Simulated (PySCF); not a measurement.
**SnCl2F2 (SMILES [F][Sn]([F])([Cl])[Cl]) at 6 levels**

Wanted: a comparison of 6 runs (HF/3-21G, B2PLYP/def2-SVP, B3LYP/def2-SVP, BLYP/def2-SVP, M06-2X/def2-SVP, wB97M-V/def2-SVP) of SnCl2F2. The job is set up through a Python script.

The calculation is run with PySCF 2.14.0.

2 further runs of the same task are left out: 2 set aside as unsound or not needed.

**1. The structure to begin with**

SnCl2F2: 5 atoms, total charge 0, spin state singlet. As SMILES, `[F][Sn]([F])([Cl])[Cl]`. Geometry: relaxed at PBE0-D4/def2-TZVP.

Bond lengths: F1–Sn2 1.887 Å, Sn2–F3 1.887 Å, Sn2–Cl4 2.271 Å, Sn2–Cl5 2.271 Å. Angles: F1–Sn2–F3 105.5°, F1–Sn2–Cl4 109.3°, F1–Sn2–Cl5 109.3°, F3–Sn2–Cl4 109.2°, F3–Sn2–Cl5 109.2°, Cl4–Sn2–Cl5 114.0°.

**2. A single-point energy at HF/3-21G (run 1)**

The input, job.py:

```python
# [F][Sn]([F])([Cl])[Cl]
from pyscf import gto, scf

mol = gto.M(
    atom='''
F     -0.257003    -0.601878     3.536622
Sn     0.059715    -0.069164     0.025700
F      2.851597    -2.041282    -0.988516
Cl    -3.472750    -1.498553    -1.946418
Cl     0.912738     4.071793    -0.705624
''',
    unit='bohr',
    basis='3-21g',
    max_memory=1860,
    spin=0,
    verbose=4,
)

calc0 = scf.RHF(mol)
calc0.conv_tol = 1e-10
calc0.kernel()
if not calc0.converged:
    calc0 = calc0.newton().run(calc0.mo_coeff, calc0.mo_occ)

etot = calc0.e_tot
print('E(%s) = %.9f' % ('HF', etot))
```

Started as:

```console
$ OMP_NUM_THREADS=1 python job.py
```

Standard output:

```text
PySCF version 2.14.0

[INPUT] num. atoms = 5
[INPUT] num. electrons = 102
[INPUT] charge = 0
[INPUT] spin (= nelec alpha-beta = 2S) = 0
[INPUT] symmetry False subgroup None
[INPUT] Mole.unit = bohr
[INPUT] Symbol           X                Y                Z      unit          X                Y                Z       unit  Magmom
[INPUT]  1 F     -0.136000130738  -0.318500121354   1.871499766038 AA   -0.257003000000  -0.601878000000   3.536622000000 Bohr   0.0
[INPUT]  2 Sn     0.031599817150  -0.036600012616   0.013599854321 AA    0.059715000000  -0.069164000000   0.025700000000 Bohr   0.0
[INPUT]  3 F      1.509000147128  -1.080199915461  -0.523100139830 AA    2.851597000000  -2.041282000000  -0.988516000000 Bohr   0.0
[INPUT]  4 Cl    -1.837700159222  -0.793000096956  -1.030000048524 AA   -3.472750000000  -1.498553000000  -1.946418000000 Bohr   0.0
[INPUT]  5 Cl     0.483000149141   2.154700063184  -0.373400140278 AA    0.912738000000   4.071793000000  -0.705624000000 Bohr   0.0

nuclear repulsion = 798.395677842957
number of shells = 37
number of NR pGTOs = 165
number of NR cGTOs = 75
basis = 3-21g
ecp = {}

******** <class 'pyscf.scf.hf.RHF'> ********
method = RHF
initial guess = minao
damping factor = 0
level_shift factor = 0
DIIS = <class 'pyscf.scf.diis.CDIIS'>
diis_start_cycle = 1
diis_space = 8
diis_damp = 0
SCF conv_tol = 1e-10
SCF conv_tol_grad = None
SCF max_cycles = 50
direct_scf = True
direct_scf_tol = 1e-13
Set gradient conv threshold to 1e-05
Initial guess from minao.
init E= -7095.21028183399
  HOMO = -0.486373643154496  LUMO = -0.117172508560159  gap/eV = 10.04647
cycle= 1 E= -7108.76053035999  delta_E= -13.6  |g|= 0.688  |ddm|= 2.36
  HOMO = -0.514303777296044  LUMO = -0.0111502139810424  gap/eV = 13.69151
cycle= 2 E= -7108.83095927422  delta_E= -0.0704  |g|= 0.412  |ddm|= 1.03
  HOMO = -0.512081150209672  LUMO = 0.000596384899064439  gap/eV = 13.95067
cycle= 3 E= -7108.853385214  delta_E= -0.0224  |g|= 0.0302  |ddm|= 0.265
  HOMO = -0.511951675253193  LUMO = 0.0118292159288229  gap/eV = 14.25280
cycle= 4 E= -7108.85388926235  delta_E= -0.000504  |g|= 0.0112  |ddm|= 0.0625
  HOMO = -0.508792344725361  LUMO = 0.013068691610385  gap/eV = 14.20056
cycle= 5 E= -7108.85394805081  delta_E= -5.88e-05  |g|= 0.00334  |ddm|= 0.021
  HOMO = -0.509243848586428  LUMO = 0.0129591882591051  gap/eV = 14.20987
cycle= 6 E= -7108.85395592688  delta_E= -7.88e-06  |g|= 0.000759  |ddm|= 0.00852
  HOMO = -0.50911782907726  LUMO = 0.0130792603442162  gap/eV = 14.20971
cycle= 7 E= -7108.85395639455  delta_E= -4.68e-07  |g|= 0.000136  |ddm|= 0.00234
  HOMO = -0.509095691188401  LUMO = 0.013067258263193  gap/eV = 14.20878
cycle= 8 E= -7108.85395641058  delta_E= -1.6e-08  |g|= 2.68e-05  |ddm|= 0.00044
  HOMO = -0.509091911682724  LUMO = 0.0130640937528184  gap/eV = 14.20859
cycle= 9 E= -7108.85395641131  delta_E= -7.33e-10  |g|= 4.2e-06  |ddm|= 9.94e-05
  HOMO = -0.509091655449732  LUMO = 0.0130636611636206  gap/eV = 14.20857
cycle= 10 E= -7108.85395641133  delta_E= -2.36e-11  |g|= 1.61e-06  |ddm|= 1.28e-05
  HOMO = -0.509091619337267  LUMO = 0.0130637287348905  gap/eV = 14.20857
Extra cycle  E= -7108.85395641126  delta_E= 7.09e-11  |g|= 9.18e-07  |ddm|= 2.25e-06
converged SCF energy = -7108.85395641126
E(HF) = -7108.853956411
```

It took 1.5 s on 1 thread of Intel Xeon at 2.70GHz, shared host; peak memory 0.13 GiB.

**3. A single-point energy at B2PLYP/def2-SVP (core potential) (run 2)**

The input, geometry.xyz:

```xyz
5
Cl2F2Sn
F     -0.136000    -0.318500     1.871500
Sn     0.031600    -0.036600     0.013600
F      1.509000    -1.080200    -0.523100
Cl    -1.837700    -0.793000    -1.030000
Cl     0.483000     2.154700    -0.373400
```

The input, run.py:

```python
from pyscf import gto, dft, mp

molecule = gto.Mole()
molecule.atom = 'geometry.xyz'
molecule.basis = 'def2-svp'
molecule.spin = 0
molecule.charge = 0
molecule.ecp = {'Sn': 'def2-svp'}
molecule.max_memory = 1860
molecule.verbose = 4
molecule.build()

mf = dft.RKS(molecule)
mf.xc = '0.53*HF + 0.47*B88, 0.73*LYP'
mf.grids.level = 5
mf.conv_tol = 1e-10
mf.kernel()
if not mf.converged:
    mf = mf.newton().run(mf.mo_coeff, mf.mo_occ)

pt = mp.MP2(mf, frozen=16).run()
e_tot = mf.e_tot + 0.27 * pt.e_corr
print('PT2 part  %.8f' % (0.27 * pt.e_corr))
print('E = %.10f Eh' % e_tot)
```

Started as:

```console
$ OMP_NUM_THREADS=1 python run.py
```

Standard output:

```text
PySCF version 2.14.0

[INPUT] num. atoms = 5
[INPUT] num. electrons = 74
[INPUT] charge = 0
[INPUT] spin (= nelec alpha-beta = 2S) = 0
[INPUT] symmetry False subgroup None
[INPUT] Mole.unit = angstrom
[INPUT] Symbol           X                Y                Z      unit          X                Y                Z       unit  Magmom
[INPUT]  1 F     -0.136000000000  -0.318500000000   1.871500000000 AA   -0.257002752941  -0.601877770674   3.536622442124 Bohr   0.0
[INPUT]  2 Sn     0.031600000000  -0.036600000000   0.013600000000 AA    0.059715345536  -0.069163976159   0.025700275294 Bohr   0.0
[INPUT]  3 F      1.509000000000  -1.080200000000  -0.523100000000 AA    2.851596721969  -2.041282159755  -0.988515735760 Bohr   0.0
[INPUT]  4 Cl    -1.837700000000  -0.793000000000  -1.030000000000 AA   -3.472749699113  -1.498552816780  -1.946417908302 Bohr   0.0
[INPUT]  5 Cl     0.483000000000   2.154700000000  -0.373400000000 AA    0.912737718165   4.071792880600  -0.705623734913 Bohr   0.0

[... 64 lines left out ...]
converged SCF energy = -1333.11009835483
[... 1 line left out ...]
******** <class 'pyscf.mp.mp2.RMP2'> ********
nocc = 21, nmo = 74
frozen orbitals 16
E(RMP2) = -1334.01357980445  E_corr = -0.903481449624081
E(SCS-RMP2) = -1333.97405169578  E_corr = -0.86395334095428
E_corr(same-spin) = -0.254105075301481
E_corr(oppo-spin) = -0.6493763743226
PT2 part  -0.24393999
E = -1333.3540383462 Eh
```

Run time: 17 s. Hardware: 1 thread of Intel Xeon at 2.70GHz, shared host; peak memory 0.47 GiB.

Run 3 isn't shown in full; the table further down has it.

**4. A single-point energy at BLYP/def2-SVP (core potential) (run 4)**

The input, run.py:

```python
from pyscf import gto, dft

mol = gto.Mole()
mol.atom = [
    ('F', (-0.136000, -0.318500, 1.871500)),
    ('Sn', (0.031600, -0.036600, 0.013600)),
    ('F', (1.509000, -1.080200, -0.523100)),
    ('Cl', (-1.837700, -0.793000, -1.030000)),
    ('Cl', (0.483000, 2.154700, -0.373400)),
]
mol.basis = 'def2-svp'
mol.spin = 0
mol.ecp = {'Sn': 'def2-svp'}
mol.charge = 0
mol.max_memory = 1860
mol.verbose = 4
mol.build()

myscf = dft.RKS(mol, xc='blyp')
myscf.grids.level = 5
myscf.conv_tol = 1e-10
myscf.kernel()
if not myscf.converged:
    myscf = myscf.newton().run(myscf.mo_coeff, myscf.mo_occ)

e_tot = myscf.e_tot
print('E(%s) = %.9f' % ('BLYP', e_tot))
```

Started as:

```console
$ OMP_NUM_THREADS=1 python run.py
```

Standard output:

```text
PySCF version 2.14.0

[INPUT] num. atoms = 5
[INPUT] num. electrons = 74
[INPUT] charge = 0
[INPUT] spin (= nelec alpha-beta = 2S) = 0
[INPUT] symmetry False subgroup None
[INPUT] Mole.unit = angstrom
[INPUT] Symbol           X                Y                Z      unit          X                Y                Z       unit  Magmom
[INPUT]  1 F     -0.136000000000  -0.318500000000   1.871500000000 AA   -0.257002752941  -0.601877770674   3.536622442124 Bohr   0.0
[INPUT]  2 Sn     0.031600000000  -0.036600000000   0.013600000000 AA    0.059715345536  -0.069163976159   0.025700275294 Bohr   0.0
[INPUT]  3 F      1.509000000000  -1.080200000000  -0.523100000000 AA    2.851596721969  -2.041282159755  -0.988515735760 Bohr   0.0
[INPUT]  4 Cl    -1.837700000000  -0.793000000000  -1.030000000000 AA   -3.472749699113  -1.498552816780  -1.946417908302 Bohr   0.0
[INPUT]  5 Cl     0.483000000000   2.154700000000  -0.373400000000 AA    0.912737718165   4.071792880600  -0.705623734913 Bohr   0.0

[... 68 lines left out ...]
converged SCF energy = -1333.98192047058
E(BLYP) = -1333.981920471
```

Run time: 23 s. Hardware: 1 thread of Intel Xeon at 2.70GHz, shared host; peak memory 0.47 GiB.

Run 5 isn't shown in full; the table further down has it.

**5. A single-point energy at wB97M-V/def2-SVP (core potential) (run 6)**

The input, run.py:

```python
from pyscf import gto, dft

mol = gto.Mole()
mol.atom = '''
F     -0.136000    -0.318500     1.871500
Sn     0.031600    -0.036600     0.013600
F      1.509000    -1.080200    -0.523100
Cl    -1.837700    -0.793000    -1.030000
Cl     0.483000     2.154700    -0.373400
'''
mol.max_memory = 1860
mol.charge = 0
mol.basis = 'def2-svp'
mol.verbose = 3
mol.spin = 0
mol.ecp = {'Sn': 'def2-svp'}
mol.build()

ks = dft.RKS(mol)
ks.xc = 'wb97m-v'
ks.conv_tol = 1e-10
ks.grids.level = 5
ks.nlcgrids.level = 1
ks.kernel()
if not ks.converged:
    ks = ks.newton().run(ks.mo_coeff, ks.mo_occ)

etot = ks.e_tot
print('E = %.10f Eh' % etot)
```

Started as:

```console
$ OMP_NUM_THREADS=1 python run.py
```

Standard output:

```text
converged SCF energy = -1333.93041679365
E = -1333.9304167936 Eh
```

It took 98 s on 1 thread of Intel Xeon at 2.70GHz, shared host; peak memory 0.48 GiB.

**6. Overview of the runs**

| run | level | core potential | frozen core orbitals | energy (Eh) | dipole moment (D) | HOMO energy (eV) | LUMO energy (eV) | wall time |
| --- | --- | --- | --- | --- | --- | --- | --- | --- |
| 1 | HF/3-21G | – | – | -7108.853956 | 0.39 | -13.85 | 0.36 | 1.5 s |
| 2 | B2PLYP/def2-SVP (core potential) | def2-svp | 16 | -1333.354038 | 1.62 | -11.33 | -1.74 | 17 s |
| 3 | B3LYP/def2-SVP (core potential) | def2-svp | – | -1334.154438 | 1.47 | -9.68 | -3.36 | 23 s |
| 4 | BLYP/def2-SVP (core potential) | def2-svp | – | -1333.981920 | 1.35 | -8.24 | -3.85 | 23 s |
| 5 | M06-2X/def2-SVP (core potential) | def2-svp | – | -1333.914714 | 1.49 | -11.48 | -1.87 | 30 s |
| 6 | wB97M-V/def2-SVP (core potential) | def2-svp | – | -1333.930417 | 1.45 | -12.30 | -0.93 | 98 s |

**7. Outcome**

```
            quantity           value
 run 6: total energy  -1333.93042 Eh
run 6: dipole moment          1.45 D
  run 6: HOMO energy       -12.30 eV
  run 6: LUMO energy        -0.93 eV
run 6: HOMO–LUMO gap        11.36 eV
```

The dipole moment (its size) runs from 0.39 D (HF/3-21G) to 1.62 D (B2PLYP/def2-SVP). The two ends differ in method and basis and core potential. A double hybrid's value is that of its SCF part. The HOMO–LUMO gap runs from 4.39 eV (BLYP/def2-SVP) to 14.21 eV (HF/3-21G). Totals of different functionals can't be ranked against each other. Some runs of one species differ in core potentials or relativity; totals across that change don't compare. In run 1 relativity is left out where basis or elements ask for it. All runs together took 3.2 min, the longest 98 s.
